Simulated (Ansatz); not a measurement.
# CH2BClO: a ladder of functionals and wavefunction methods

An exercise on one series of results from a longer session: the logs are not shown, and one member is left open.

Program: Ansatz 0.2.0, Gaussian basis. Level of theory: functionals in def2-TZVPP, the program's frozen cores in correlated methods. These are calculated values, not measurements.

Plan: LDA (SPW92), PBE-D4, revPBE-D4, BLYP-D4, r2SCAN-D4, B97M-V, PBE0-D4, B3LYP-D4, r2SCANh-D4, r2SCAN0-D4, HSE06-D4, BHLYP-D4, CAM-B3LYP-D4, LC-ωPBE, ωB97X-V, ωB97M-V, B2PLYP, PBE-QIDH; CCSD(T)/def2-SVP; CCSD(T)/def2-TZVPP; MP2/def2-QZVPP; extrapolation to the limit; RPA on PBE.

## Structure used throughout

All runs share one geometry, relaxed beforehand with PBE0-D4 in a triple-zeta def2 set.

SMILES `O=CBCl`, 6 atoms, charge 0, spin multiplicity 1.

Atoms are counted from 1 here; the program's logs count them from 0.

Bond lengths: O1–C2 1.210 Å, C2–B3 1.583 Å, C2–H5 1.114 Å, B3–Cl4 1.733 Å, B3–H6 1.189 Å. Angles: O1–C2–B3 117.4°, O1–C2–H5 120.1°, B3–C2–H5 122.4°, C2–B3–Cl4 117.8°, C2–B3–H6 122.5°, Cl4–B3–H6 119.6°.

The first run:

Input file in.yaml:

```yaml
crystal:
  periodic: [false, false, false]
  atoms:
    - {symbol: O, position_ang: [0.692693, 1.603462, 0.215451]}
    - {symbol: C, position_ang: [-0.023506, 0.779707, -0.306548]}
    - {symbol: B, position_ang: [-0.097489, -0.651571, 0.364969]}
    - {symbol: Cl, position_ang: [0.517046, -1.998444, -0.535892]}
    - {symbol: H, position_ang: [-0.551848, 1.020449, -1.257255]}
    - {symbol: H, position_ang: [-0.494796, -0.817603, 1.473175]}
basis:
  gaussian: {orbitals: def2-TZVPP}
hamiltonian: {xc: lda}
output: {orbitals: {seedname: orbitals}}
```

On the command line:

```console
$ ansatz run in.yaml --threads 2 --pin off --events-out ev --progress --plain --max-ram 4352MiB
```

Steps of the session up to this table: LDA; PBE-D4 (GGA); revPBE-D4 (GGA); BLYP-D4 (GGA); r2SCAN-D4 (meta-GGA); B97M-V (meta-GGA); B3LYP-D4 (hybrid); r2SCANh-D4 (hybrid); r2SCAN0-D4 (hybrid); HSE06-D4 (hybrid); BHLYP-D4 (hybrid); CAM-B3LYP-D4 (range-separated); LC-ωPBE (range-separated); ωB97X-V (range-separated); ωB97M-V (range-separated); B2PLYP (double hybrid); PBE-QIDH (double hybrid).

One table of the session follows, with a row left open; its other results are not shown here.

```
  functional  HOMO (eV)  LUMO (eV)  gap (eV)
 LDA (SPW92)      -6.04      -3.83      2.22
      PBE-D4      -5.92      -3.54      2.38
   revPBE-D4      -5.87      -3.43      2.44
     BLYP-D4          ?          ?         ?
   r2SCAN-D4      -6.21      -3.30      2.91
      B97M-V      -6.36      -3.25      3.11
     PBE0-D4      -7.46      -2.51      4.94
    B3LYP-D4      -7.24      -2.73      4.51
  r2SCANh-D4      -6.79      -2.92      3.86
  r2SCAN0-D4      -7.67      -2.37      5.30
    HSE06-D4      -7.05      -2.90      4.15
    BHLYP-D4      -8.99      -1.39      7.60
CAM-B3LYP-D4      -8.92      -1.34      7.58
     LC-ωPBE     -10.21      -0.12     10.09
     ωB97X-V      -9.90      -0.20      9.70
     ωB97M-V      -9.81      -0.36      9.45
```

**Question.** Estimate the row for BLYP-D4.

Worked estimate for «HOMO (eV)». Against the share of exact exchange, B3LYP-D4 (0.2, -7.24), BHLYP-D4 (0.5, -8.99) give a slope of -5.83 per unit share; at 0 the line stands at -6.07.

The run gave: HOMO (eV): -5.85; LUMO (eV): -3.38; gap (eV): 2.47. In «HOMO (eV)» the line misses by -0.22.
